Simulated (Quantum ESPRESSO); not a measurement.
## TaTe: Hubbard U from linear response under several settings

```
Ta Te
1.0
     3.04053    1.75545    3.12096
    -3.04053    1.75545    3.12096
     0.00000   -3.51091    3.12096
Ta Te
2 2
Cartesian
  0.0000 0.0000 0.8565
  0.0000 0.0000 8.5064
  0.0000 0.0000 6.6430
  0.0000 0.0000 2.7199
```

The cell was built by a generator and needn't be a form met in nature.

All runs used Quantum ESPRESSO 7.5; potentials GBRV 1.5 LDA; k mesh 4 × 4 × 4; given cell; no spin polarisation; cutoff 762 eV; occupations fermi-dirac, width 0.05 eV.

```csv
level,projectors,U typed (eV),q mesh,with V,state,U computed (eV)
LDA+U,ortho-atomic,4.0,1 × 1 × 1,no,metal,?
LDA+U,ortho-atomic,0.0,2 × 2 × 2,no,metal,Ta 2.7
LDA+U,ortho-atomic,4.0,3 × 3 × 3,no,metal,Ta 2.7
```

Q: What stands in the row left open?

A: U computed Ta 2.2 eV.

Caveats: U without spin polarisation on a metal has little footing; the U is typed as a test and isn't derived for this compound; the computed U isn't converged in cell size (some runs).

For the row left open. Caveat: the k mesh is coarse; the computed U isn't converged in cell size; U without spin polarisation on a metal has little footing; the U is typed as a test and isn't derived for this compound.
